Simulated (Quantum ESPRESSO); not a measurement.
Crystal: NiMoIrPdW.

```
CELL_PARAMETERS angstrom
4.11705 0.00000 0.00000
-2.05853 3.56547 0.00000
0.00000 0.00000 5.44580
ATOMIC_POSITIONS crystal
Ni 0.00000 0.00000 0.95775
Mo 0.66667 0.33333 0.96161
Pd 0.66667 0.33333 0.46295
Ir 0.33333 0.66667 0.72572
W 0.33333 0.66667 0.23642
```

The cell was built by a generator and needn't be a form met in nature.

- Program: Quantum ESPRESSO 7.5
- Task: single point
- Functional: PBE
- Potentials or basis: SSSP 1.3 efficiency PBE
- Cutoff: 816 eV
- Density cutoff: 5987 eV
- k mesh: 8 × 8 × 5
- Occupations: fermi-dirac, width 0.05 eV
- Spin: collinear spin, ferromagnetic start
- Starting moments: [1.0, 1.0, 0.0, 0.6, 0.0] μB

On this cell: pressure -0.1 GPa; largest force 0.068 eV/Å; net moment 0.00 μB per cell; band gap on the k mesh none (metal or under the smearing width).

The same run follows on a disturbed copy (atoms moved at random, drawn with an rms of 0.05 Å):

```
CELL_PARAMETERS angstrom
4.11705 0.00000 0.00000
-2.05853 3.56547 0.00000
0.00000 0.00000 5.44580
ATOMIC_POSITIONS crystal
Ni 0.99229 0.99519 0.95688
Mo 0.67949 0.33550 0.95727
Pd 0.67010 0.33714 0.46699
Ir 0.33770 0.67560 0.72219
W 0.33196 0.66136 0.23611
```

What changes?

The energy (extrapolated to zero smearing) moves by +10.5 meV/atom; pressure 0.0 GPa; largest force 1.012 eV/Å; net moment 0.00 μB per cell; band gap on the k mesh none (metal or under the smearing width).

Forces on the atoms (eV/Å):
```
Ni   0.759  0.336 -0.043
Mo  -0.840 -0.167  0.539
Pd  -0.107 -0.067 -0.516
Ir   0.130 -0.250  0.188
W    0.058  0.148 -0.168
```

Stress tensor (GPa, compression positive):
```
-0.04 -0.99 -0.26
-0.99  0.38 -0.09
-0.26 -0.09 -0.20
```
